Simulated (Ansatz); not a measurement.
The system is CsLiCr2Te2S3.

```
CELL_PARAMETERS angstrom
7.05684 0.00000 0.00000
0.00000 3.98060 0.00000
-2.67333 0.00000 8.68168
ATOMIC_POSITIONS crystal
Cs 0.07739 0.00000 0.37706
Li 0.86424 0.50000 0.78883
Cr 0.12646 0.00000 0.94616
Cr 0.59290 0.50000 0.97165
Te 0.50838 0.00000 0.15270
Te 0.55612 0.00000 0.74893
S 0.87426 0.00000 0.68502
S 0.25176 0.50000 0.84402
S 0.96294 0.50000 0.05357
```

The cell was built by a generator and needn't be a form met in nature.

Base run:

```yaml
Program: Ansatz 0.2.0
Functional: PBE
Potentials_or_basis: Ansatz PAW
Cutoff: 420 eV
Density_cutoff: 1680 eV
k_mesh: 4 × 7 × 3
Occupations: fermi-dirac, width 0.05 eV
Spin: collinear spin, ferromagnetic start
Starting_moments: "[0.0, 0.0, 3.0, 3.0, 0.0, 0.0, 0.0, 0.0, 0.0] μB"
Hubbard_terms: Cr d U = 2 eV
```

Its results: band gap on the k mesh 0.37 eV, indirect (least direct gap 0.67 eV); pressure 1.1 GPa; net moment 6.00 μB per cell; site moments Cs -0.00; Li +0.00; Cr +3.10, +2.93; Te -0.22, -0.07; S -0.05, -0.19, -0.11 μB; largest force 0.230 eV/Å.

**Question.** The run is repeated on the same cell with these changes: hubbard terms from Cr d U = 2 eV to Cr d U = 8 eV. What comes out?

**Answer.** Band gap on the k mesh none (metal or under the smearing width); pressure 4.9 GPa; net moment 6.03 μB per cell; site moments Cs -0.01; Li -0.00; Cr +3.64, +3.52; Te -0.47, -0.17; S -0.12, -0.42, -0.27 μB; largest force 1.019 eV/Å.

Caveats: the magnetic or orbital state may not be the lowest; only a ferromagnetic start was run, and an antiferromagnetic order may lie lower in energy; the density of states is complete only up to the lowest level of the last band computed; odd divisions of the mesh miss points on the zone boundary, where band edges often lie, so the gap on the mesh can be too wide (some runs); spin-orbit coupling is left out, which moves the levels of the heavy elements (some runs); forces of over 1 eV/Å show positions far from the minimum, so gaps and moduli don't describe the material at rest (some runs).

A k mesh can miss the band edges.

Not every run made on this cell is shown here.
